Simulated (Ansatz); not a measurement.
# C2H8GeO2: small, medium and large basis sets

Aim: see how fast density functionals converge with the basis set for C2H8GeO2.

The runs use Ansatz 0.2.0, Gaussian basis; one geometry, several basis sets.

Levels to be run: PBE0-D4/def2-SVP; ωB97M-V/def2-SVP; PBE0-D4/def2-QZVPP; ωB97M-V/def2-QZVPP; the functionals' def2-TZVPP values are taken from earlier runs.

### Step 1. The geometry

The geometry comes from an earlier relaxation with PBE0-D4 in a triple-zeta def2 set; it is a stationary point, not always the lowest conformer.

SMILES `[CH3][Ge]([CH3])([OH])[OH]`, 13 atoms, charge 0, spin multiplicity 1.

Atoms are counted from 1 here; the program's logs count them from 0.

Bond lengths: C1–Ge2 1.936 Å, C1–H6 1.091 Å, C1–H7 1.091 Å, C1–H8 1.091 Å, Ge2–C3 1.936 Å, Ge2–O4 1.785 Å, Ge2–O5 1.785 Å, C3–H9 1.091 Å, C3–H10 1.091 Å, C3–H11 1.091 Å, O4–H12 0.960 Å, O5–H13 0.960 Å. Angles: Ge2–C1–H6 109.8°, Ge2–C1–H7 110.4°, Ge2–C1–H8 110.1°, H6–C1–H7 109.1°, H6–C1–H8 108.4°, H7–C1–H8 109.0°, C1–Ge2–C3 117.1°, C1–Ge2–O4 103.9°, C1–Ge2–O5 111.8°, C3–Ge2–O4 111.8°, C3–Ge2–O5 103.9°, O4–Ge2–O5 108.3°, Ge2–C3–H9 109.8°, Ge2–C3–H10 110.1°, Ge2–C3–H11 110.4°, H9–C3–H10 108.4°, H9–C3–H11 109.1°, H10–C3–H11 109.0° and more.

Coordinates:

```mol
C2H8GeO2
  3D, bonds by distance, orders not assigned

 13 12  0  0  0  0  0  0  0  0999 V2000
   -1.2735    0.5756   -1.1282 C   0  0
   -0.0325    0.0982    0.2796 Ge  0  0
    1.4395   -1.0647   -0.2006 C   0  0
   -1.0701   -0.6288    1.5371 O   0  0
    0.7664    1.5347    0.9757 O   0  0
   -2.0660    1.2068   -0.7235 H   0  0
   -0.7580    1.1168   -1.9224 H   0  0
   -1.7289   -0.3228   -1.5473 H   0  0
    2.0768   -1.2318    0.6688 H   0  0
    2.0411   -0.6039   -0.9853 H   0  0
    1.0648   -2.0249   -0.5570 H   0  0
   -0.5772   -0.8760    2.3226 H   0  0
    0.1383    2.1861    1.2952 H   0  0
  1  2  8  0
  2  3  8  0
  2  4  8  0
  2  5  8  0
  1  6  8  0
  1  7  8  0
  1  8  8  0
  3  9  8  0
  3 10  8  0
  3 11  8  0
  4 12  8  0
  5 13  8  0
M  END
```

### Step 2. PBE0-D4 in def2-SVP

File in.yaml:

```yaml
crystal:
  periodic: [false, false, false]
  atoms:
    - {symbol: C, position_ang: [-1.273547, 0.575647, -1.128154]}
    - {symbol: Ge, position_ang: [-0.032524, 0.098182, 0.279603]}
    - {symbol: C, position_ang: [1.439492, -1.064747, -0.200562]}
    - {symbol: O, position_ang: [-1.070091, -0.628797, 1.537087]}
    - {symbol: O, position_ang: [0.766394, 1.534653, 0.975705]}
    - {symbol: H, position_ang: [-2.065962, 1.206799, -0.723518]}
    - {symbol: H, position_ang: [-0.758027, 1.116811, -1.922438]}
    - {symbol: H, position_ang: [-1.728913, -0.322791, -1.547274]}
    - {symbol: H, position_ang: [2.076789, -1.231806, 0.668833]}
    - {symbol: H, position_ang: [2.041063, -0.603921, -0.985323]}
    - {symbol: H, position_ang: [1.064786, -2.024911, -0.557034]}
    - {symbol: H, position_ang: [-0.577241, -0.875951, 2.322632]}
    - {symbol: H, position_ang: [0.138280, 2.186136, 1.295244]}
basis:
  gaussian: {orbitals: def2-SVP}
hamiltonian: {xc: pbe0, dispersion: d4}
output: {orbitals: {seedname: orbitals}}
```

The run is started by

```console
$ ansatz run in.yaml --threads 4 --pin off --events-out ev --progress --plain --max-ram 11315MiB
```

The runs that follow: ωB97M-V in def2-SVP; PBE0-D4 in def2-QZVPP; ωB97M-V in def2-QZVPP.

Before running them: what should the planned runs give, taken together? Wanted: PBE0-D4: double and triple zeta above quadruple; ωB97M-V: double and triple zeta above quadruple.

**Answer**, as computed:

```
                                       quantity           value
PBE0-D4: double and triple zeta above quadruple  16.50, 1.61 eV
ωB97M-V: double and triple zeta above quadruple  16.72, 1.56 eV
```

In words: PBE0-D4 gains 14.89 eV from double to triple zeta, then 1.61 eV more. These are total energies; as a rule much of such shifts cancels in differences, which this series doesn't test. The LUMO of ωB97M-V is positive and keeps falling with the basis (2.77 to 1.34 eV): an unbound level that the basis holds in place.
